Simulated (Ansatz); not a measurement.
# ClH₃NOSTa: a ladder of functionals and wavefunction methods

An exercise on one series of results from a longer session: the logs are not shown, and one member is left open.

Computed with Ansatz 0.2.0, Gaussian basis. Level: functionals in def2-TZVPP, the program's frozen cores in correlated methods.

Levels to be run: LDA (SPW92), PBE-D4, revPBE-D4, BLYP-D4, r2SCAN-D4, B97M-V, PBE0-D4, B3LYP-D4, r2SCANh-D4, r2SCAN0-D4, HSE06-D4, BHLYP-D4, CAM-B3LYP-D4, LC-ωPBE, ωB97X-V, ωB97M-V, B2PLYP, PBE-QIDH; CCSD(T)/def2-SVP; CCSD(T)/def2-TZVPP; MP2/def2-QZVPP; extrapolation to the limit; RPA on PBE.

### The geometry

An earlier PBE0-D4 in a triple-zeta def2 set relaxation fixed the geometry. Ta takes the def2 core potential; no spin-orbit term is included.

8 atoms, charge 0, spin multiplicity 1.

Atoms are counted from 1 here; the program's logs count them from 0.

Bond lengths: N1–Ta2 1.955 Å, N1–H6 1.011 Å, N1–H7 1.009 Å, Ta2–O3 1.886 Å, Ta2–S4 2.157 Å, Ta2–Cl5 2.308 Å, O3–H8 0.958 Å. Angles: Ta2–N1–H6 123.3°, Ta2–N1–H7 125.7°, H6–N1–H7 110.8°, N1–Ta2–O3 108.8°, N1–Ta2–S4 106.1°, N1–Ta2–Cl5 110.1°, O3–Ta2–S4 111.8°, O3–Ta2–Cl5 108.8°, S4–Ta2–Cl5 111.2°, Ta2–O3–H8 132.4°.

The first run:

in.yaml

```yaml
crystal:
  periodic: [false, false, false]
  atoms:
    - {symbol: N, position_ang: [-0.817838, 1.233075, -0.062547]}
    - {symbol: Ta, position_ang: [0.444220, -0.225766, 0.256569]}
    - {symbol: O, position_ang: [0.332071, -1.451162, -1.172611]}
    - {symbol: S, position_ang: [-0.141051, -1.122235, 2.129620]}
    - {symbol: Cl, position_ang: [2.597576, 0.599407, 0.361678]}
    - {symbol: H, position_ang: [-0.895008, 1.717765, -0.946855]}
    - {symbol: H, position_ang: [-1.509948, 1.567129, 0.590866]}
    - {symbol: H, position_ang: [0.082279, -2.375312, -1.212520]}
basis:
  gaussian: {orbitals: def2-TZVPP}
hamiltonian: {xc: lda}
output: {orbitals: {seedname: orbitals}}
```

The run is started by

```console
$ ansatz run in.yaml --threads 4 --pin off --events-out ev --progress --plain --max-ram 10444MiB
```

Among the steps run: LDA; PBE-D4 (GGA); revPBE-D4 (GGA); BLYP-D4 (GGA); r2SCAN-D4 (meta-GGA); B97M-V (meta-GGA); B3LYP-D4 (hybrid); r2SCANh-D4 (hybrid); r2SCAN0-D4 (hybrid); HSE06-D4 (hybrid); BHLYP-D4 (hybrid); CAM-B3LYP-D4 (range-separated); LC-ωPBE (range-separated); ωB97X-V (range-separated); ωB97M-V (range-separated); B2PLYP (double hybrid); PBE-QIDH (double hybrid).

One of the session's tables, all rows but one given; the rest of the session is left out.

It belongs to the step «Frontier levels by functional». 

| functional | HOMO (eV) | LUMO (eV) | gap (eV) |
| --- | --- | --- | --- |
| LDA (SPW92) | -6.61 | -2.62 | 3.99 |
| PBE-D4 | -6.45 | -2.42 | 4.03 |
| revPBE-D4 | -6.38 | -2.34 | 4.04 |
| BLYP-D4 | -6.25 | -2.27 | 3.98 |
| r2SCAN-D4 | -6.73 | -2.30 | 4.43 |
| B97M-V | -6.74 | -2.20 | 4.54 |
| PBE0-D4 | -7.61 | -1.63 | 5.98 |
| B3LYP-D4 | -7.35 | -1.81 | 5.54 |
| r2SCANh-D4 | -7.16 | -2.00 | 5.16 |
| r2SCAN0-D4 | -7.80 | -1.55 | 6.25 |
| HSE06-D4 | -7.21 | -2.01 | 5.20 |
| BHLYP-D4 | -8.58 | -0.66 | 7.92 |
| CAM-B3LYP-D4 | -8.84 | -0.52 | 8.31 |
| LC-ωPBE | ? | ? | ? |
| ωB97X-V | -9.84 | 0.50 | 10.34 |
| ωB97M-V | -9.69 | 0.46 | 10.14 |

Estimate the missing values for LC-ωPBE.

The run gave: HOMO (eV): -10.18; LUMO (eV): 0.56; gap (eV): 10.74. In the column «HOMO (eV)» it is the lowest.
